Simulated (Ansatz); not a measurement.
# AlClF2H2: the cost of one run

All numbers below are computed with Ansatz 0.2.0 (RKS PBE-D4/def2-SVP).

## Step 1: The system as given

Bond lengths: Al1–F3 1.690 Å, Al1–F4 1.690 Å, Al1–Cl5 2.530 Å. Angles: F3–Al1–F4 120.0°, F3–Al1–Cl5 97.0°, F4–Al1–Cl5 101.2°.

Coordinates:

```xyz
6

Al    0.0000    0.0000    0.0000
H     0.0000    0.0000    1.9100
F     1.4635    0.0000   -0.8450
F    -1.4635    0.0000   -0.8450
Cl    0.1058   -2.3986    0.7978
H     0.0433   -0.9822    1.9502
```

## Step 2: Pulling towards end A

Springs on the bonds that form and break draw the guess towards this end; the thresholds are loose.

File input.yaml:

```yaml
crystal:
  periodic: [false, false, false]
  atoms:
    - { symbol: Al, position_ang: [0.0, 0.0, 0.0] }
    - { symbol: H, position_ang: [0.0, 0.0, 1.91] }
    - { symbol: F, position_ang: [1.4635, 0.0, -0.845] }
    - { symbol: F, position_ang: [-1.4635, 0.0, -0.845] }
    - { symbol: Cl, position_ang: [0.1058, -2.3986, 0.7978] }
    - { symbol: H, position_ang: [0.0433, -0.9822, 1.9502] }
basis:
  gaussian: { orbitals: def2-SVP }
hamiltonian:
  xc: pbe
  dispersion: d4
relax:
  f_tol: 0.15
  max_steps: 25
  restrain:
    - { distance: [0, 4], at: 3.43, k: 30.0 }
    - { distance: [5, 1], at: 1.86, k: 30.0 }
    - { distance: [0, 1], at: 1.56, k: 30.0 }
    - { distance: [5, 4], at: 1.37, k: 30.0 }
```

Command:

```console
$ ansatz run input.yaml --threads 1 --pin off --max-ram 2048MiB --backend cpu --events-out ev --progress --plain --runs-dir out
```

**Question.** How long does this run take on 1 thread of Arm Neoverse V1, shared host, and how much memory does it need?

About 19 s, with a peak of 0.13 GiB.
